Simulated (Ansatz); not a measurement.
# In3As (Pm-3m) in Ansatz: equation of state

Aim: energy against volume of In3As in PBEsol, for its equilibrium volume and stiffness.

Everything below comes from runs of Ansatz 0.2.0. Logs are shortened: lines on timing, memory, paths and dates and some standing lists are left out, and cuts for length are marked.

### 1 Starting point

The structure is cubic, space group Pm-3m (No. 221). The conventional cell has a = 4.672 Å, b = 4.672 Å, c = 4.672 Å, α = 90.00°, β = 90.00°, γ = 90.00°. In (site symmetry 4/mmm) is surrounded by 8 In at 3.30 Å and 4 As at 3.30 Å. Around As (site symmetry m-3m) lie 12 In at 3.30 Å.

The cell comes from a database or a generator and needn't be the stable form of this composition.

### 2 Equation of state, PBEsol

Potentials or basis: all-electron LAPW, scalar-relativistic.

This step only gathers the single runs of the series.

Results:

```yaml
Equilibrium_volume: 24.13 Å³/atom
Bulk_modulus: 50 GPa
Pressure_derivative_of_the_bulk_modulus: 4.8
```

Energy against volume, from the lowest point:
| volume (Å³/atom) | energy (meV/atom) |
| --- | --- |
| 23.960 | 0.00 |
| 24.470 | 0.51 |
| 24.980 | 4.11 |
| 25.489 | 10.44 |
| 25.999 | 19.17 |
| 26.509 | 30.04 |
| 27.019 | 42.80 |
